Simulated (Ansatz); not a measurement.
**ZrNH+ (quartet): from Hartree-Fock to the top rungs at a displaced geometry (v1), def2-SVP**

An exercise on one series of results from a longer session: the logs are not shown, and one member is left open.

Computed with Ansatz 0.2.0, Gaussian basis. Level: def2-SVP, core rule «outside noble gas», up to 5 orbitals frozen.

To be run: UHF; CCSD(T) on ROHF; CCSD(T) on UHF; CISD as a restricted active space (open shells left free, so some higher excitations enter); CCSDT(Q) on ROHF; CCSDT(Q) on UHF.

26 further runs of the same task are left out: 8 for a known fault of the program, 8 that didn't finish, 10 set aside as unsound or not needed. Runs told in other sessions of the task aren't counted.

### The system

The geometry is a PBE0/def2-TZVP stationary point (not a proven minimum) with its atoms shifted at random (size 0.040 Å). No spin-orbit coupling is included. Elements past krypton take def2 core potentials.

3 atoms, charge 1, spin multiplicity 4.

Atoms are counted from 1 here; the program's logs count them from 0.

Bond lengths: Zr1–N2 1.941 Å, N2–H3 1.065 Å. Angles: Zr1–N2–H3 175.5°.

The first run:

The input, in.yaml:

```yaml
crystal:
  periodic: [false, false, false]
  atoms:
    - {symbol: Zr, position_ang: [-0.015433, -0.009008, 1.647978]}
    - {symbol: N, position_ang: [-0.016266, -0.025151, -0.293000]}
    - {symbol: H, position_ang: [0.031698, 0.034159, -1.354978]}
basis:
  gaussian: {orbitals: def2-SVP}
total_charge: 1
magnetization: {spin_polarized: true, initial_magnetization: 3}
hamiltonian: {xc: hf}
output: {orbitals: {seedname: orbitals}}
```

The run is started by

```bash
$ ansatz run in.yaml --threads 1 --pin off --events-out ev --progress --plain --max-ram 2393MiB
```

Steps of the session up to this table: UHF; CCSD(T) on ROHF; CCSD(T) on UHF; CISD as a restricted active space (open shells left free, so some higher excitations enter); CCSDT(Q) on ROHF; CCSDT(Q) on UHF.

One table of the session follows, with a row left open; its other results are not shown here.

```
   method  from RCCSDT(Q) (meV)
     ROHF                     ?
      UHF               +5345.6
     RMP2                +709.1
     UMP2                +648.4
    RCCSD                +250.2
    UCCSD                +180.8
 RCCSD(T)                 +38.1
 UCCSD(T)                 -28.6
   RCCSDT                 +11.7
   UCCSDT                 -55.0
RCCSDT(Q)                     0
UCCSDT(Q)                 -74.0
```

Q: Estimate the row for ROHF from the others.

The run gave: from RCCSDT(Q) (meV): +5501.7. In the column «from RCCSDT(Q) (meV)» it is the highest.

Not comparable, so not listed: CISD as a restricted active space (open shells left free, so some higher excitations enter) (they don't share determinant, frozen orbitals or solution with the rows shown, or repeat one).

Limits of these values: Restricted and unrestricted rows rest on different reference determinants; a gap between their highest levels can come from leftover correlation error, from unlike frozen cores or from another state.
